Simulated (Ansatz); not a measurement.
# Alloy of GaP and GaN (8 of 32 P sites exchanged), 64 atoms

Aim: relax the alloy cell and compare the gap by PBEsol and HSE06.

Method: density functional theory in Ansatz 0.2.0, PAW datasets, plane waves.

## (1) Starting point

64 atoms (32 Ga, 24 P, 8 N); a = 10.407 Å, b = 10.407 Å, c = 10.407 Å, α = 90.00°, β = 90.00°, γ = 90.00°. All atoms were shaken off their sites by about 0.02 Å along each axis.

The runs, in order: (2) PBEsol cell relaxation at the single k point (¼, ¼, ¼), on 1 × NVIDIA H100 80GB HBM3 with 4 threads of AMD EPYC 7R13; (3) HSE06 single point at the single k point (¼, ¼, ¼), on 1 × NVIDIA H100 80GB HBM3 with 4 threads of AMD EPYC 7R13.

## (2) PBEsol relaxation of the cell and the positions

Contents of in.yaml:

```yaml
crystal:
  lattice:
    - [10.406792, 0.000000, 0.000000]
    - [0.000000, 10.406792, 0.000000]
    - [0.000000, 0.000000, 10.406792]
  atoms:
    - { symbol: Ga, position: [0.998425, 0.001634, 0.998942] }
    - { symbol: Ga, position: [0.999346, 0.999247, 0.499753] }
    - { symbol: Ga, position: [0.998564, 0.499703, 0.000372] }
    - { symbol: Ga, position: [0.999361, 0.499113, 0.500775] }
    - { symbol: Ga, position: [0.500387, 0.998765, 0.999098] }
    - { symbol: Ga, position: [0.500004, 0.999884, 0.501547] }
    - { symbol: Ga, position: [0.502442, 0.500889, 0.002686] }
    - { symbol: Ga, position: [0.500485, 0.497834, 0.498204] }
    - { symbol: Ga, position: [0.250028, 0.249060, 0.000218] }
    - { symbol: Ga, position: [0.252859, 0.249546, 0.501851] }
    - { symbol: Ga, position: [0.251660, 0.749836, 0.000037] }
    - { symbol: Ga, position: [0.251799, 0.748714, 0.503064] }
    - { symbol: Ga, position: [0.750448, 0.252912, 0.002631] }
    - { symbol: Ga, position: [0.752873, 0.248316, 0.502091] }
    - { symbol: Ga, position: [0.751923, 0.750062, 0.000755] }
    - { symbol: Ga, position: [0.751604, 0.748534, 0.498540] }
    - { symbol: Ga, position: [0.249644, 0.999069, 0.248260] }
    - { symbol: Ga, position: [0.249580, 0.000406, 0.749138] }
    - { symbol: Ga, position: [0.247036, 0.500772, 0.249036] }
    - { symbol: Ga, position: [0.251270, 0.499582, 0.752834] }
    - { symbol: Ga, position: [0.751469, 0.998707, 0.249859] }
    - { symbol: Ga, position: [0.751066, 0.004443, 0.750864] }
    - { symbol: Ga, position: [0.750917, 0.503119, 0.249407] }
    - { symbol: Ga, position: [0.749372, 0.500412, 0.749496] }
    - { symbol: Ga, position: [0.001927, 0.251168, 0.251675] }
    - { symbol: Ga, position: [0.000482, 0.246354, 0.746451] }
    - { symbol: Ga, position: [0.001956, 0.752351, 0.249068] }
    - { symbol: Ga, position: [0.999710, 0.748646, 0.749853] }
    - { symbol: Ga, position: [0.498818, 0.250064, 0.250511] }
    - { symbol: Ga, position: [0.497412, 0.250718, 0.750832] }
    - { symbol: Ga, position: [0.502607, 0.751936, 0.246510] }
    - { symbol: Ga, position: [0.499711, 0.751606, 0.752862] }
    - { symbol: P, position: [0.123292, 0.121872, 0.127189] }
    - { symbol: P, position: [0.125858, 0.125901, 0.627416] }
    - { symbol: P, position: [0.124397, 0.626042, 0.125365] }
    - { symbol: P, position: [0.625837, 0.121019, 0.123536] }
    - { symbol: P, position: [0.627715, 0.128147, 0.624061] }
    - { symbol: P, position: [0.626302, 0.623941, 0.126800] }
    - { symbol: P, position: [0.627963, 0.627579, 0.623779] }
    - { symbol: P, position: [0.375955, 0.374929, 0.126995] }
    - { symbol: P, position: [0.374923, 0.372889, 0.625710] }
    - { symbol: P, position: [0.374780, 0.876234, 0.124239] }
    - { symbol: P, position: [0.374811, 0.876564, 0.625481] }
    - { symbol: P, position: [0.871069, 0.380002, 0.126093] }
    - { symbol: P, position: [0.871966, 0.876658, 0.125455] }
    - { symbol: P, position: [0.875829, 0.871631, 0.626629] }
    - { symbol: P, position: [0.372041, 0.122633, 0.374863] }
    - { symbol: P, position: [0.379503, 0.125000, 0.875755] }
    - { symbol: P, position: [0.376842, 0.624565, 0.377867] }
    - { symbol: P, position: [0.876875, 0.125037, 0.376451] }
    - { symbol: P, position: [0.875453, 0.625394, 0.375672] }
    - { symbol: P, position: [0.123189, 0.373207, 0.372516] }
    - { symbol: P, position: [0.128482, 0.872056, 0.374819] }
    - { symbol: P, position: [0.621587, 0.375490, 0.375955] }
    - { symbol: P, position: [0.625063, 0.373437, 0.878314] }
    - { symbol: P, position: [0.625253, 0.876395, 0.375674] }
    - { symbol: N, position: [0.126015, 0.626792, 0.626562] }
    - { symbol: N, position: [0.873059, 0.373424, 0.623288] }
    - { symbol: N, position: [0.375395, 0.627423, 0.875705] }
    - { symbol: N, position: [0.875286, 0.122757, 0.875655] }
    - { symbol: N, position: [0.874219, 0.626490, 0.877201] }
    - { symbol: N, position: [0.121984, 0.371926, 0.878145] }
    - { symbol: N, position: [0.126887, 0.877667, 0.873225] }
    - { symbol: N, position: [0.623905, 0.873289, 0.876691] }
  symmetry: { detect: false }
kpoints:
  mp_grid: { grid: [1, 1, 1], shift: [0.25, 0.25, 0.25] }
hamiltonian:
  xc: pbesol
scf:
  occupations: { method: fermi_dirac, width: 0.01 }
relax:
  f_tol: 0.03
  max_steps: 80
  escape_saddle: false
  adjacent_minimum: "off"
  cell: { fix: [shape] }
output:
  forces: true
  eigenvalues: true
  populations: true
```

The run is started by

```sh
> ansatz run in.yaml --threads 4 --pin off --max-ram 42750MiB --runs-dir r --events-out ev --progress --plain --backend cuda --devices 0, --max-vram 37GiB
```

After this run come: HSE06 on the final geometry.

What does the calculation give? Wanted: for each run, top filled to lowest empty.

As calculated:

```
             level         time  top filled to lowest empty (eV)
PBEsol, relaxation  9.8 s (GPU)                             1.33
             HSE06   34 s (GPU)                             2.23
```

| quantity | value |
| --- | --- |
| relaxation | 6 recorded steps, 11.05 eV gained |
| largest shift | 0.45 Å (Ga14) |
| relaxed cell | a = 10.404 Å, b = 10.404 Å, c = 10.404 Å, α = 90.00°, β = 90.00°, γ = 90.00° |
| mean bonds | Ga–N 2.054, Ga–P 2.328 Å |

**In words.** Relaxation gains 11.05 eV, with shifts up to 0.45 Å (Ga14), while the volume changes by -0.1 %. The mean lengths of the listed bonds run from Ga–N 2.05 Å to Ga–P 2.33 Å. At the same k points, PBEsol gives a spacing 0.90 eV smaller than the 2.23 eV of HSE06. With one k point the spacing samples only the states that fold onto it, so it can exceed the gap over the zone.
